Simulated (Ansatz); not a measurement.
# Gd2TeO2: the cost of one run

Method: DFT LDA+U (U_eff = 5 eV on Gd f), plane waves, PAW, no spin–orbit coupling unless a run says so, in Ansatz 0.2.0.

2 further runs of the same task are left out: 2 that didn't finish.

### Step 1. The structure to begin with

The structure is tetragonal, space group I4/mmm (No. 139). The conventional cell has a = 3.955 Å, b = 3.955 Å, c = 12.576 Å, α = 90.00°, β = 90.00°, γ = 90.00°. Around Gd (site symmetry 4mm) lie 4 O at 2.29 Å. O (site symmetry -4m2) has 4 Gd at 2.29 Å as nearest neighbours. Around Te (site symmetry 4/mmm) lie 8 Gd at 3.43 Å.

Structure file:

```cif
data_structure
_symmetry_space_group_name_H-M 'P 1'
_symmetry_Int_Tables_number 1
_cell_length_a 6.8818
_cell_length_b 6.8818
_cell_length_c 6.8818
_cell_angle_alpha 146.600
_cell_angle_beta 146.600
_cell_angle_gamma 47.957
_cell_volume 98.36
loop_
_atom_site_label
_atom_site_type_symbol
_atom_site_fract_x
_atom_site_fract_y
_atom_site_fract_z
_atom_site_occupancy
Gd1 Gd 0.34200 0.34200 0.00000 1
Gd2 Gd 0.65800 0.65800 0.00000 1
O1 O 0.75000 0.25000 0.50000 1
O2 O 0.25000 0.75000 0.50000 1
Te1 Te 0.00000 0.00000 0.00000 1
```

An earlier series on this cell reached its lowest free state from «antiferromagnetic start, free», perhaps among other starts.

### Step 2. Total moment held at first, then free, 7.00 μB per cell

input.yaml

```yaml
crystal:
  lattice:
    - [-1.97755308, 1.97755308, 6.28785082]
    - [1.97755308, -1.97755308, 6.28785082]
    - [1.97755308, 1.97755308, -6.28785082]
  atoms:
    - { symbol: Gd, position: [0.342, 0.342, 0.0], spin: 3.5 }
    - { symbol: Gd, position: [0.658, 0.658, 0.0], spin: 3.5 }
    - { symbol: O, position: [0.75, 0.25, 0.5] }
    - { symbol: O, position: [0.25, 0.75, 0.5] }
    - { symbol: Te, position: [0.0, 0.0, 0.0] }
basis:
  ecutwfc: 420
  ecutrho_ratio: 4
kpoints:
  mp_grid: { grid: [7, 7, 7] }
hamiltonian:
  xc: lda
  hubbard:
    sites: [{ site: 0, l: f, u_eff: 5.0 }, { site: 1, l: f, u_eff: 5.0 }]
scf:
  occupations: { method: gaussian, width: 0.05 }
  lower_state_search: "off"
  max_iter: 150
output:
  forces: true
  stress: true
  eigenvalues: true
  populations: true
  hubbard: { sites: [{ site: 0, l: f }, { site: 1, l: f }] }
magnetization:
  spin_polarized: true
  initial_magnetization: 7.0
  spin_locking: { lock_magnetization: soft, n_iters: 12 }
```

The lock is temporary (n_iters 12) and is released on the way.

Started as:

```
$ ansatz run input.yaml --threads 4 --pin off --max-ram 6144MiB --backend cpu --events-out ev --progress --plain --runs-dir out
```

**Question.** How long does this run take on 4 threads of Arm Neoverse V1, shared host, and how much memory does it need?

About 32 s, with a peak of 0.73 GiB.
